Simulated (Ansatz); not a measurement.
**AlCu3: energy over volume and cell shape**

How does the energy of AlCu₃ (Fm-3m, No. 225; 4 atoms in the cell) change over two coordinates at once? A grid of runs gives the map.

Program: Ansatz 0.2.0. Level of theory: DFT LDA, scalar-relativistic, plane waves, PAW. These are calculated values, not measurements.

16 further runs of the same task are left out: 16 set aside as unsound or not needed. Runs told in other sessions of the task aren't counted.

## Step 1: Starting point

It takes space group Fm-3m (No. 225, cubic). The conventional cell has a = 5.699 Å, b = 5.699 Å, c = 5.699 Å, α = 90.00°, β = 90.00°, γ = 90.00°. Al (site symmetry m-3m) has 8 Cu at 2.47 Å in its first shell of neighbours. Cu (site symmetry m-3m) has 8 Cu at 2.47 Å in its first shell of neighbours. Cu (site symmetry -43m) is surrounded by 4 Al at 2.47 Å and 4 Cu at 2.47 Å.

Structure file:

```
Al Cu
1.0
     0.00000    2.84938    2.84938
     2.84938    0.00000    2.84938
     2.84938    2.84938    0.00000
Al Cu
1 3
Cartesian
  0.0000 0.0000 0.0000
  2.8494 2.8494 2.8494
  1.4247 1.4247 1.4247
  4.2741 4.2741 4.2741
```

It goes back to an entry of the Materials Project, which need not be the stable form.

It is the result of an earlier relaxation at this level (volume 11.57 Å³/atom; gap on the mesh: none (metal)).

## Step 3: Plan of the scan

The energy is mapped over volume and the cell's shape.

The axes are (1) volume per atom: 7 values from 10.18 to 12.96 Å³; (2) length along [111] over the lengths across it, relative to the cubic cell: 7 values from 0.834 to 1.200.

Nothing else is relaxed (fractional coordinates fixed). Energies count from the relaxed crystal. Points are written as (first, second).

(The set-up runs are not shown.)

## Step 4: The run at (11.10 Å³, 1.062)

input.yaml reads:

```yaml
crystal:
  lattice:
    - [0.1147754299, 2.8693857487, 2.8693857487]
    - [2.8693857487, 0.1147754299, 2.8693857487]
    - [2.8693857487, 2.8693857487, 0.1147754299]
  atoms:
    - { symbol: Al, position: [0.0, 0.0, 0.0] }
    - { symbol: Cu, position: [0.5, 0.5, 0.5] }
    - { symbol: Cu, position: [0.25, 0.25, 0.25] }
    - { symbol: Cu, position: [0.75, 0.75, 0.75] }
basis:
  ecutwfc: 520.0
kpoints:
  mp_grid: { grid: [14, 14, 14] }
hamiltonian:
  xc: lda
  pseudopotentials: { kind: paw, azcp: { folder: soft_1 } }
scf:
  occupations: { method: gaussian, width: 0.15 }
output:
  forces: true
  stress: true
  eigenvalues: true
```

Run with:

```sh
$ ansatz run input.yaml --threads 2 --pin off --max-ram 4096MiB --backend cpu --events-out ev --progress --plain --runs-dir out
```

The session goes on with these runs: the other points that were computed.

**Question.** What will these runs give? Wanted: lowest point; highest computed point; largest force on an atom.

**Answer**, as computed:

| quantity | value |
| --- | --- |
| lowest point | (11.57 Å³, 1.000), 0 meV/atom |
| highest computed point | (10.18 Å³, 0.834), 453 meV/atom above the lowest |
| largest force on an atom (eV/Å) | 0.00 at (10.18 Å³, 1.000) to 0.31 at (10.18 Å³, 0.834); 0.00 at the lowest point |
| time for all points | 36 min on 2 threads, shared host |

**Reading.** The lowest computed point is at (11.57 Å³, 1.000), which is the relaxed crystal itself. No other kind of well shows on this grid. The highest computed point, (10.18 Å³, 0.834), lies 453 meV/atom above the lowest. Round the minimum the two coordinates are nearly uncoupled. With the other coordinates free, the energies away from the reference would be the same or lower.
